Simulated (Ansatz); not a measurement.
# ClGe2H6N: two geometries relaxed

Are the two ends of the rotation by 120° about the N1–Ge2 bond separate minima, and which lies lower? Each is relaxed from a guess. SMILES of the start: [NH2][GeH]([Cl])[GeH3].

Method: RKS PBE-D4/def2-SVP, in Ansatz 0.2.0.

### Step 1. The structure to begin with

Bond lengths: N1–Ge2 1.810 Å, Ge2–Cl3 2.147 Å, Ge2–Ge4 2.345 Å, N1–H5 1.062 Å, N1–H6 1.108 Å, Ge2–H7 1.569 Å, Ge4–H8 1.561 Å, Ge4–H9 1.623 Å, Ge4–H10 1.529 Å. Angles (14 of 15 angles, heavy atoms first): N1–Ge2–Cl3 107.6°, N1–Ge2–Ge4 111.3°, Cl3–Ge2–Ge4 108.6°, N1–Ge2–H7 110.9°, Cl3–Ge2–H7 109.2°, Ge4–Ge2–H7 109.1°, Ge2–N1–H5 110.3°, Ge2–N1–H6 107.6°, Ge2–Ge4–H8 109.0°, Ge2–Ge4–H9 110.0°, Ge2–Ge4–H10 113.6°, H5–N1–H6 102.2°, H8–Ge4–H9 107.3°, H8–Ge4–H10 109.7°.

Coordinates:

```xyz
10

N    -0.4199    0.8282   -1.6374
Ge    0.6973    0.2908   -0.3192
Cl    2.2148   -0.9355   -1.2157
Ge   -0.4354   -0.9783    1.2954
H     0.0884    1.4740   -2.3096
H    -1.1710    1.5053   -1.1844
H     1.3732    1.5235    0.3775
H    -1.1121   -2.2001    0.5975
H    -1.6166   -0.0918    1.9681
H     0.4644   -1.4673    2.4307
```

### Step 2. End point A

input.yaml

```yaml
crystal:
  periodic: [false, false, false]
  atoms:
    - { symbol: "N", position_ang: [-0.4199, 0.8282, -1.6374] }
    - { symbol: Ge, position_ang: [0.6973, 0.2908, -0.3192] }
    - { symbol: Cl, position_ang: [2.2148, -0.9355, -1.2157] }
    - { symbol: Ge, position_ang: [-0.4354, -0.9783, 1.2954] }
    - { symbol: H, position_ang: [0.0884, 1.474, -2.3096] }
    - { symbol: H, position_ang: [-1.171, 1.5053, -1.1844] }
    - { symbol: H, position_ang: [1.3732, 1.5235, 0.3775] }
    - { symbol: H, position_ang: [-1.1121, -2.2001, 0.5975] }
    - { symbol: H, position_ang: [-1.6166, -0.0918, 1.9681] }
    - { symbol: H, position_ang: [0.4644, -1.4673, 2.4307] }
basis:
  gaussian: { orbitals: def2-SVP }
hamiltonian:
  xc: pbe
  dispersion: d4
relax:
  f_tol: 0.015
  max_steps: 40
output:
  orbitals: {}
```

Started as:

```
ansatz run input.yaml --threads 2 --pin off --max-ram 3072MiB --backend cpu --events-out ev --progress --plain --runs-dir out
```

The program printed, cut to the lines that bear on the results:

```text
Warning: RAYON_NUM_THREADS=2 ignored (pool sized by the plan → 2); use --threads N
[...]
Functional definition: PBE
[...]
1417 factors; their error is unknown
[...]
mean field -127104.40681700 eV, -4671.0007960634 hartree, gradient 2.0e-5 eV, S^2 0.000000; 0 other end points of the search recorded, 0 dependent functions left out
[...]
reference -127104.40685769 eV, -4671.0007975589 hartree; 47, 47 occupied and 79, 79 virtual orbitals, 1417 factors
relax step   1: F+E_penalty+E_count = -127104.65196799 eV  Δ(F+E_penalty+E_count) = +0.000e0 eV  max|allowed force component| = 2.568e0 eV/Å  Δτ_max = 0.0000 Å  (28 SCF iters, accepted)
[...]
relax step   3: F+E_penalty+E_count = -127104.95322972 eV  Δ(F+E_penalty+E_count) = -3.941e-2 eV  max|allowed force component| = 2.719e-1 eV/Å  Δτ_max = 0.0813 Å  (28 SCF iters, accepted)
[...]
relax step   5: F+E_penalty+E_count = -127104.96448500 eV  Δ(F+E_penalty+E_count) = -5.426e-3 eV  max|allowed force component| = 1.575e-1 eV/Å  Δτ_max = 0.1635 Å  (27 SCF iters, accepted)
[...]
relax step   7: F+E_penalty+E_count = -127104.97354996 eV  Δ(F+E_penalty+E_count) = -7.396e-3 eV  max|allowed force component| = 1.346e-1 eV/Å  Δτ_max = 0.1932 Å  (27 SCF iters, accepted)
[...]
relax step   9: F+E_penalty+E_count = -127104.98683519 eV  Δ(F+E_penalty+E_count) = -8.634e-3 eV  max|allowed force component| = 4.687e-1 eV/Å  Δτ_max = 0.1998 Å  (34 SCF iters, accepted)
[...]
relax step  10: F+E_penalty+E_count = -127104.98722184 eV  Δ(F+E_penalty+E_count) = -3.866e-4 eV  max|allowed force component| = 5.724e-1 eV/Å  Δτ_max = 0.0853 Å  (28 SCF iters, accepted)
[...]
relax step  11: F+E_penalty+E_count = -127105.03177544 eV  Δ(F+E_penalty+E_count) = -4.455e-2 eV  max|allowed force component| = 1.013e0 eV/Å  Δτ_max = 0.1998 Å  (33 SCF iters, accepted)
[...]
1417 factors; their error is unknown
[...]
```

### Step 3. The output, continued: end point A relaxed

Output, continued, cut to the lines that bear on the results:

```text
mean field -127104.86150857 eV, -4671.0175056706 hartree, gradient 9.7e-6 eV, S^2 0.000000; 0 other end points of the search recorded, 0 dependent functions left out
[...]
reference -127104.86154854 eV, -4671.0175071393 hartree; 47, 47 occupied and 79, 79 virtual orbitals, 1417 factors
relax step  12: F+E_penalty+E_count = -127105.10185864 eV  Δ(F+E_penalty+E_count) = -7.008e-2 eV  max|allowed force component| = 2.398e-1 eV/Å  Δτ_max = 0.1261 Å  (28 SCF iters, accepted)
[...]
relax step  18: F+E_penalty+E_count = -127105.11082925 eV  Δ(F+E_penalty+E_count) = -2.145e-4 eV  max|allowed force component| = 2.197e-2 eV/Å  Δτ_max = 0.0158 Å  (29 SCF iters, accepted)
[...]
relax step  19: F+E_penalty+E_count = -127105.11088153 eV  Δ(F+E_penalty+E_count) = -5.228e-5 eV  max|allowed force component| = 7.548e-3 eV/Å  Δτ_max = 0.0040 Å  (23 SCF iters, accepted)
1417 factors; their error is unknown
[...]
Atom 0 at    -0.463212     1.200601    -1.404576 Å, force    -0.003412    -0.002226     0.003635 eV/Å
Atom 1 at     0.722953     0.430352    -0.223686 Å, force    -0.000160     0.000550     0.006129 eV/Å
Atom 2 at     2.134827    -0.969491    -1.211018 Å, force     0.003470    -0.001602    -0.001227 eV/Å
Atom 3 at    -0.509259    -0.924252     1.376909 Å, force     0.004953     0.005777    -0.007548 eV/Å
Atom 4 at    -0.013838     1.784526    -2.120245 Å, force     0.001964     0.003120    -0.005161 eV/Å
Atom 5 at    -1.066150     0.520965    -1.882702 Å, force    -0.002589    -0.000228    -0.003735 eV/Å
Atom 6 at     1.595180     1.580056     0.343334 Å, force     0.002015     0.001266    -0.000278 eV/Å
Atom 7 at    -1.346791    -1.965367     0.590973 Å, force    -0.001903    -0.000564     0.004570 eV/Å
Atom 8 at    -1.458329    -0.044990     2.232067 Å, force    -0.000341    -0.004399     0.002789 eV/Å
Atom 9 at     0.487721    -1.663601     2.301844 Å, force    -0.003996    -0.001695     0.000825 eV/Å
Dipole moment:    -0.290881     0.188769    -0.040162 e Å
```

Wall time 56 s (2 threads of Arm Neoverse V1, shared host); peak memory 0.18 GiB.

Relaxation path:

```csv
step,energy from step 1 (eV),largest force component (eV/Å)
1,0.0000,2.5684
2,-0.2619,1.1918
3,-0.3013,0.2719
4,-0.3071,0.1129
5,-0.3125,0.1575
6,-0.3142,0.1740
7,-0.3216,0.1346
8,-0.3262,0.2797
9,-0.3349,0.4687
10,-0.3353,0.5724
11,-0.3798,1.0135
12,-0.4499,0.2398
13,-0.4559,0.1111
14,-0.4568,0.0412
15,-0.4575,0.0164
16,-0.4583,0.0096
17,-0.4586,0.0413
18,-0.4589,0.0220
19,-0.4589,0.0075
```

Step 1 is the start.

After: Bond lengths: N1–Ge2 1.842 Å, Ge2–Cl3 2.220 Å, Ge2–Ge4 2.432 Å, N1–H5 1.027 Å, N1–H6 1.027 Å, Ge2–H7 1.551 Å, Ge4–H8 1.550 Å, Ge4–H9 1.551 Å, Ge4–H10 1.548 Å. Angles (14 of 15 angles, heavy atoms first): N1–Ge2–Cl3 112.8°, N1–Ge2–Ge4 109.2°, Cl3–Ge2–Ge4 105.3°, N1–Ge2–H7 106.7°, Cl3–Ge2–H7 105.8°, Ge4–Ge2–H7 117.2°, Ge2–N1–H5 113.7°, Ge2–N1–H6 113.6°, Ge2–Ge4–H8 108.3°, Ge2–Ge4–H9 110.9°, Ge2–Ge4–H10 109.4°, H5–N1–H6 108.0°, H8–Ge4–H9 109.3°, H8–Ge4–H10 109.3°.

### Step 4. End point B

The second end starts from a geometry with the move made by hand.

input.yaml

```yaml
crystal:
  periodic: [false, false, false]
  atoms:
    - { symbol: "N", position_ang: [-0.4199, 0.8282, -1.6374] }
    - { symbol: Ge, position_ang: [0.6973, 0.2908, -0.3192] }
    - { symbol: Cl, position_ang: [-0.46556, -0.82137, 1.10248] }
    - { symbol: Ge, position_ang: [1.66891, 2.12289, 0.77624] }
    - { symbol: H, position_ang: [0.0884, 1.474, -2.3096] }
    - { symbol: H, position_ang: [-1.171, 1.5053, -1.1844] }
    - { symbol: H, position_ang: [1.83361, -0.62834, -0.88996] }
    - { symbol: H, position_ang: [0.5353, 3.03849, 1.33695] }
    - { symbol: H, position_ang: [2.52644, 3.00832, -0.27936] }
    - { symbol: H, position_ang: [2.61731, 1.72619, 1.90798] }
basis:
  gaussian: { orbitals: def2-SVP }
hamiltonian:
  xc: pbe
  dispersion: d4
relax:
  f_tol: 0.015
  max_steps: 40
```

Started as:

```
ansatz run input.yaml --threads 2 --pin off --max-ram 3072MiB --backend cpu --events-out ev --progress --plain --runs-dir out
```

The program printed, cut to the lines that bear on the results:

```text
Warning: RAYON_NUM_THREADS=2 ignored (pool sized by the plan → 2); use --threads N
[...]
Functional definition: PBE
[...]
1417 factors; their error is unknown
[...]
mean field -127104.40259895 eV, -4671.0006410529 hartree, gradient 2.3e-5 eV, S^2 0.000000; 0 other end points of the search recorded, 0 dependent functions left out
[...]
reference -127104.40263884 eV, -4671.0006425187 hartree; 47, 47 occupied and 79, 79 virtual orbitals, 1417 factors
relax step   1: F+E_penalty+E_count = -127104.64945495 eV  Δ(F+E_penalty+E_count) = +0.000e0 eV  max|allowed force component| = 2.576e0 eV/Å  Δτ_max = 0.0000 Å  (27 SCF iters, accepted)
[...]
relax step   5: F+E_penalty+E_count = -127104.97604996 eV  Δ(F+E_penalty+E_count) = -1.214e-2 eV  max|allowed force component| = 1.315e-1 eV/Å  Δτ_max = 0.1997 Å  (27 SCF iters, accepted)
[...]
relax step   9: F+E_penalty+E_count = -127104.98001347 eV  Δ(F+E_penalty+E_count) = +7.569e-3 eV  max|allowed force component| = 8.592e-1 eV/Å  Δτ_max = 0.1427 Å  (28 SCF iters, rejected (line search))
[...]
relax step  13: F+E_penalty+E_count = -127104.99236731 eV  Δ(F+E_penalty+E_count) = +4.763e-4 eV  max|allowed force component| = 8.823e-2 eV/Å  Δτ_max = 0.0569 Å  (28 SCF iters, rejected (line search))
[...]
relax step  15: F+E_penalty+E_count = -127104.99418807 eV  Δ(F+E_penalty+E_count) = +1.434e-4 eV  max|allowed force component| = 2.276e-1 eV/Å  Δτ_max = 0.0580 Å  (28 SCF iters, rejected (line search))
[...]
relax step  16: F+E_penalty+E_count = -127104.99481932 eV  Δ(F+E_penalty+E_count) = -4.879e-4 eV  max|allowed force component| = 3.778e-2 eV/Å  Δτ_max = 0.0290 Å  (29 SCF iters, accepted)
[...]
1417 factors; their error is unknown
[...]
mean field -127104.75507044 eV, -4671.0135941414 hartree, gradient 2.0e-5 eV, S^2 0.000000; 0 other end points of the search recorded, 0 dependent functions left out
[...]
reference -127104.75511042 eV, -4671.0135956104 hartree; 47, 47 occupied and 79, 79 virtual orbitals, 1417 factors
```

### Step 5. The output, continued: end point B relaxed

Output, continued, cut to the lines that bear on the results:

```text
relax step  17: F+E_penalty+E_count = -127104.99531039 eV  Δ(F+E_penalty+E_count) = -4.911e-4 eV  max|allowed force component| = 1.130e-1 eV/Å  Δτ_max = 0.0402 Å  (29 SCF iters, accepted)
[...]
relax step  20: F+E_penalty+E_count = -127104.99667203 eV  Δ(F+E_penalty+E_count) = -6.933e-4 eV  max|allowed force component| = 1.922e-1 eV/Å  Δτ_max = 0.0307 Å  (29 SCF iters, accepted)
[...]
relax step  23: F+E_penalty+E_count = -127105.03360494 eV  Δ(F+E_penalty+E_count) = -2.630e-2 eV  max|allowed force component| = 9.339e-1 eV/Å  Δτ_max = 0.1043 Å  (28 SCF iters, accepted)
[...]
relax step  26: F+E_penalty+E_count = -127105.09915835 eV  Δ(F+E_penalty+E_count) = +3.306e-3 eV  max|allowed force component| = 2.205e-1 eV/Å  Δτ_max = 0.1104 Å  (28 SCF iters, rejected (line search))
[...]
Atom 0 at    -0.247011     1.141186    -1.752484 Å, force    -0.000598    -0.002593     0.001991 eV/Å
Atom 1 at     0.814851     0.432932    -0.423465 Å, force    -0.003481     0.000996     0.003002 eV/Å
Atom 2 at    -0.320821    -0.822213     1.014081 Å, force     0.000010     0.000928    -0.006729 eV/Å
Atom 3 at     1.740985     2.240826     0.914011 Å, force     0.002369     0.003308    -0.002530 eV/Å
Atom 4 at    -0.682056     0.431942    -2.355153 Å, force    -0.001624     0.004364     0.000719 eV/Å
Atom 5 at    -0.988708     1.759521    -1.403384 Å, force     0.003026    -0.004662     0.000943 eV/Å
Atom 6 at     1.816049    -0.524358    -1.120318 Å, force     0.001335     0.000943     0.002344 eV/Å
Atom 7 at     0.568437     3.103149     1.447596 Å, force    -0.000716     0.000202    -0.001185 eV/Å
Atom 8 at     2.687892     3.134659     0.071384 Å, force    -0.002086    -0.002444    -0.001120 eV/Å
Atom 9 at     2.521191     1.646836     2.111463 Å, force     0.001766    -0.001043     0.002564 eV/Å
Dipole moment:    -0.025642     0.226880    -0.266882 e Å
```

It took 82 s on 2 threads of Arm Neoverse V1, shared host; peak memory 0.18 GiB.

Relaxation path:

```csv
step,energy from step 1 (eV),largest force component (eV/Å)
1,0.0000,2.5764
2,-0.2677,1.2834
3,-0.3064,0.2483
4,-0.3145,0.1337
5,-0.3266,0.1315
6x,-0.2312,0.8277
7,-0.3339,0.0716
8,-0.3381,0.0668
9x,-0.3306,0.8592
10,-0.3407,0.0330
11,-0.3417,0.2649
12,-0.3434,0.0674
13x,-0.3429,0.0882
14,-0.3449,0.0325
15x,-0.3447,0.2276
16,-0.3454,0.0378
17,-0.3459,0.1130
18x,-0.3455,0.3598
19,-0.3465,0.1377
20,-0.3472,0.1922
21,-0.3493,0.3869
22,-0.3579,0.7883
23,-0.3841,0.9339
24,-0.4478,0.1524
25,-0.4530,0.1076
26x,-0.4497,0.2205
27,-0.4601,0.0314
28,-0.4614,0.0067
```

Step 1 is the start. 6 steps were tried and not accepted (marked x).

After: Bond lengths: N1–Ge2 1.843 Å, Ge2–Cl3 2.221 Å, Ge2–Ge4 2.432 Å, N1–H5 1.027 Å, N1–H6 1.027 Å, Ge2–H7 1.551 Å, Ge4–H8 1.550 Å, Ge4–H9 1.551 Å, Ge4–H10 1.548 Å. Angles (14 of 15 angles, heavy atoms first): N1–Ge2–Cl3 112.9°, N1–Ge2–Ge4 109.3°, Cl3–Ge2–Ge4 105.0°, N1–Ge2–H7 106.6°, Cl3–Ge2–H7 105.8°, Ge4–Ge2–H7 117.4°, Ge2–N1–H5 113.7°, Ge2–N1–H6 113.7°, Ge2–Ge4–H8 108.3°, Ge2–Ge4–H9 111.2°, Ge2–Ge4–H10 109.4°, H5–N1–H6 108.0°, H8–Ge4–H9 109.2°, H8–Ge4–H10 109.2°.

### Step 6. Summary of results

| quantity | value |
| --- | --- |
| end A | 18 moves, 0.459 eV lower |
| end B | 21 moves, 0.461 eV lower |
| largest difference between the ends | 0.02 Å |
| end B relative to end A | -0.000 eV |

What this shows: The two relaxations end at one structure, within 0.02 Å: no second minimum was found from this start, which doesn't rule one out.
